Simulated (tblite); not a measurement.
# IPEA1-xTB (GBe ε = 4.81, born kernel p16) run of BH2TeO2 (SMILES OB(O)[Te])

We compute a calculation of the kind “dissociation” of BH2TeO2. Input form: a Python script.

The results are computed with tblite 0.8.0.

1 further run of the same task is left out (it didn't finish).

## (1) Starting point

BH2TeO2: 6 atoms, total charge 0, spin state doublet. SMILES: `OB(O)[Te]`. Geometry: relaxed at PBE0-D4/def2-TZVP. This is one conformer, not always the lowest.

Bond lengths: O1–B2 1.362 Å, B2–O3 1.353 Å, B2–Te4 2.184 Å, O1–H5 0.958 Å, O3–H6 0.964 Å. Angles: O1–B2–O3 119.8°, O1–B2–Te4 123.3°, O3–B2–Te4 116.9°, B2–O1–H5 115.4°, B2–O3–H6 112.3°.

## (2) A calculation of the kind “dissociation” at IPEA1-xTB (GBe ε = 4.81, born kernel p16)

The input, run.py:

```python
import json
import numpy as np
from tblite.interface import Calculator

symbols = ["O", "B", "O", "Te", "H", "H"]
numbers = np.array([8, 5, 8, 52, 1, 1])
positions = np.array([  # bohr
    [0.232058, 2.172807, 0.034393],
    [-0.102612, -0.371331, -0.153635],
    [0.868140, -1.915426, 1.638393],
    [-2.162036, -2.165437, -3.246927],
    [-0.504746, 3.152630, -1.298620],
    [1.748564, -0.994374, 2.939280],
])

def run(atoms, charge, uhf):
    calculator = Calculator("IPEA1-xTB", numbers[atoms], positions[atoms], charge=charge, uhf=uhf)
    calculator.set("verbosity", 0)
    calculator.add("spin-polarization", 1.0)
    calculator.add("gbe-solvation", 4.81, "p16")
    return calculator.singlepoint()

result = run(list(range(len(numbers))), 0, 1)
a, b = [0, 1, 2, 3, 5], [4]  # atoms on either side of the bond
channels = [[0, 0, 0, 1], [1, 1, -1, 0]]  # charge and unpaired electrons of a, then of b
print(f"whole molecule: E = {result.get('energy'):.8f} Eh")
print("fragment a:", " ".join(symbols[i] for i in a), "  fragment b:", " ".join(symbols[i] for i in b))
de = []
for qa, na, qb, nb in channels:
    ea, eb = run(a, qa, na).get("energy"), run(b, qb, nb).get("energy")
    de.append(float(ea + eb - result.get("energy")))
    print(f"a({qa:+d}, {na}) + b({qb:+d}, {nb}): E(a) = {ea:.6f}, E(b) = {eb:.6f} Eh, snapping energy {de[-1] * 2625.4996:.3f} kJ/mol")
out = {k: np.asarray(result.get(k)).tolist() for k in ("energy", "gradient", "charges", "dipole", "orbital-energies", "orbital-occupations")}
out.update(symbols=symbols, positions=(positions * 0.529177210903).tolist(), snap=de)
json.dump(out, open("results.json", "w"))
```

Launch:

```bash
python run.py
```

What values should one expect? Wanted: total energy; dipole moment; HOMO energy; LUMO energy; largest force on an atom.

**Answer.** As computed:

At IPEA1-xTB (GBe ε = 4.81, born kernel p16):

```
                             quantity         value
                         total energy  -15.95344 Eh
                        dipole moment        2.47 D
HOMO energy (as the program lists it)     -10.95 eV
LUMO energy (as the program lists it)      -6.93 eV
             largest force on an atom    1.055 eV/Å
```

Mulliken charges run from -0.31 on O3 to +0.27 on H5. The largest force is 1.05 eV/Å: the shape isn't a stationary point for this species at this level.
